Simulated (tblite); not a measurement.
# C5H14ClFSi2: the cost of one run

The runs use tblite 0.8.0 and PySCF 2.14.0, with density-fitted response routines of our own; the level of theory stands in each step. All values are computed, except where a source is named. Atoms are numbered from 0 throughout.

## 1. The starting structure

23 atoms, charge 0, multiplicity 1; geometry from: force field or distance geometry start.

Bonds of the start (Å): C0–C1 1.51, C1–F2 1.38, C1–C3 1.53, C3–C4 1.47, C4–C5 1.47, C5–Si6 1.82, C5–Si7 1.87, Si7–Cl8 2.08, C0–H9 1.10, C0–H10 1.12, C0–H11 1.12, C1–H12 1.11, C3–H13 1.12, C3–H14 1.10, C4–H15 1.12, C4–H16 1.13, C5–H17 1.12, Si6–H18 1.46, Si6–H19 1.48, Si6–H20 1.47, Si7–H21 1.48, Si7–H22 1.47.

## 2. Relaxing the molecule with GFN2-xTB

Job settings and geometry (Å):

```
{"job": {"kind": "relax", "xc": "GFN2-xTB", "basis": "xTB"}, "charge": 0, "multiplicity": 1}
C      2.816600     0.570100     0.158300
C      2.167100    -0.721100     0.590400
F      2.799400    -1.343200     1.648900
C      0.658600    -0.546200     0.799400
C      0.142000    -0.126900    -0.516700
C     -1.302500     0.126900    -0.666700
Si    -2.462900    -1.237700    -0.328700
Si    -1.763000     1.601600     0.390000
Cl    -3.586000     2.305700    -0.312200
H      3.886300     0.572000     0.414000
H      2.251100     1.438100     0.587600
H      2.759100     0.679100    -0.951900
H      2.247000    -1.394300    -0.293200
H      0.283900    -1.544500     1.129600
H      0.538800     0.168300     1.631600
H      0.451900    -0.902400    -1.263700
H      0.715300     0.793400    -0.836100
H     -1.477500     0.460700    -1.726100
H     -1.946000    -2.557300    -0.674100
H     -3.617200    -1.024900    -1.233300
H     -3.026100    -1.242900     1.024600
H     -0.741900     2.650700     0.157800
H     -1.798800     1.301900     1.826400
```

Run with:

```sh
$ OMP_NUM_THREADS=1 python probes_run.py task.json out
```

The driver reads the jobs from task.json and runs them one after another.

Q: Estimate the wall time and peak memory of this first job on 1 thread of Intel Xeon at 2.50GHz, shared host.

About 2.8 s, with a peak of 0.18 GiB.
